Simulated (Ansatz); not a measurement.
# CH₇AlInNS: basis-set convergence

Aim: see how fast density functionals converge with the basis set for CH₇AlInNS.

Method: one geometry, several basis sets; program: Ansatz 0.2.0, Gaussian basis.

The runs, in order: PBE0-D4/def2-SVP; ωB97M-V/def2-SVP; PBE0-D4/def2-QZVPP; ωB97M-V/def2-QZVPP; the functionals' def2-TZVPP values are taken from earlier runs.

### Step 1. The relaxed structure

An earlier PBE0-D4 in a triple-zeta def2 set relaxation fixed the geometry. In takes the def2 core potential; no spin-orbit term is included.

12 atoms, charge 0, spin multiplicity 1.

Atoms are counted from 1 here; the program's logs count them from 0.

Bond lengths: N1–C2 1.530 Å, N1–Al3 1.965 Å, N1–H6 1.013 Å, N1–H7 1.015 Å, C2–Al3 1.983 Å, C2–S4 1.758 Å, C2–In5 2.132 Å, Al3–H8 1.590 Å, Al3–H9 1.585 Å, S4–H10 1.353 Å, In5–H11 1.729 Å, In5–H12 1.711 Å. Angles: C2–N1–Al3 67.8°, C2–N1–H6 114.6°, C2–N1–H7 110.9°, Al3–N1–H6 125.6°, Al3–N1–H7 120.1°, H6–N1–H7 109.5°, N1–C2–Al3 66.6°, N1–C2–S4 113.8°, N1–C2–In5 117.1°, Al3–C2–S4 122.5°, Al3–C2–In5 108.6°, S4–C2–In5 118.1°, N1–Al3–C2 45.6°, N1–Al3–H8 112.0°, N1–Al3–H9 112.2°, C2–Al3–H8 116.7°, C2–Al3–H9 116.8°, H8–Al3–H9 125.5° and more.

### Step 2. PBE0-D4 in def2-SVP

in.yaml

```yaml
crystal:
  periodic: [false, false, false]
  atoms:
    - {symbol: N, position_ang: [-1.172290, -0.345428, 0.565079]}
    - {symbol: C, position_ang: [-0.150008, 0.036923, -0.506974]}
    - {symbol: Al, position_ang: [0.607122, -1.089418, 0.938816]}
    - {symbol: S, position_ang: [-0.522529, -0.598627, -2.103126]}
    - {symbol: In, position_ang: [0.714201, 1.981709, -0.375702]}
    - {symbol: H, position_ang: [-1.595158, 0.441207, 1.043829]}
    - {symbol: H, position_ang: [-1.899630, -0.936921, 0.177115]}
    - {symbol: H, position_ang: [1.331071, -0.329300, 2.133390]}
    - {symbol: H, position_ang: [0.671800, -2.649600, 0.668495]}
    - {symbol: H, position_ang: [-0.071789, -1.869772, -1.999423]}
    - {symbol: H, position_ang: [0.132482, 2.951274, 0.932282]}
    - {symbol: H, position_ang: [1.954728, 2.407942, -1.473781]}
basis:
  gaussian: {orbitals: def2-SVP}
hamiltonian: {xc: pbe0, dispersion: d4}
output: {orbitals: {seedname: orbitals}}
```

On the command line:

```sh
ansatz run in.yaml --threads 4 --pin off --events-out ev --progress --plain --max-ram 10444MiB
```

Further steps of the session: ωB97M-V in def2-SVP; PBE0-D4 in def2-QZVPP; ωB97M-V in def2-QZVPP.

Q: Predict the results of all the runs planned. Wanted: PBE0-D4: double and triple zeta above quadruple; ωB97M-V: double and triple zeta above quadruple.

The runs gave:

| quantity | value |
| --- | --- |
| PBE0-D4: double and triple zeta above quadruple | 10.03, 0.74 eV |
| ωB97M-V: double and triple zeta above quadruple | 10.10, 0.71 eV |

In words: For PBE0-D4 the step from double to triple zeta gains 9.29 eV and the next only 0.74 eV. These are total energies; as a rule much of such shifts cancels in differences, which this series doesn't test.
